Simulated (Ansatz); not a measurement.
# HHfO: the cost of one run

Program: Ansatz 0.2.0, Gaussian basis. Level of theory: def2-QZVPP, core rule «outside noble gas», up to 5 orbitals frozen. These are calculated values, not measurements.

The runs, in order: UHF; ROHF; CCSD(T) on UHF.

### Step 1. What is computed

The geometry is a PBE0/def2-TZVP stationary point (not a proven minimum) of the parent state, kept for this charge and spin. No spin-orbit coupling is included. Elements past krypton take def2 core potentials.

3 atoms, charge 0, spin multiplicity 6.

Atoms are counted from 1 here; the program's logs count them from 0.

Bond lengths: Hf1–O2 1.843 Å, Hf1–H3 1.954 Å. Angles: O2–Hf1–H3 153.5°.

### Step 2. UHF

File in.yaml:

```yaml
crystal:
  periodic: [false, false, false]
  atoms:
    - {symbol: Hf, position_ang: [0.000000, -0.013056, 0.141257]}
    - {symbol: O, position_ang: [0.000000, 0.098311, -1.698045]}
    - {symbol: H, position_ang: [0.000000, 0.751458, 1.939409]}
basis:
  gaussian: {orbitals: "def2-QZVPP.json"}
magnetization: {spin_polarized: true, initial_magnetization: 5}
hamiltonian: {xc: hf}
output: {orbitals: {seedname: orbitals}}
```

Command:

```bash
ansatz run in.yaml --threads 1 --pin off --events-out ev --progress --plain --max-ram 4096MiB --backend cpu
```

**Question.** How long does this run take on 1 thread of AMD EPYC 7R13, shared host, and how much memory does it need?

About 29 s, with a peak of 0.4 GiB.
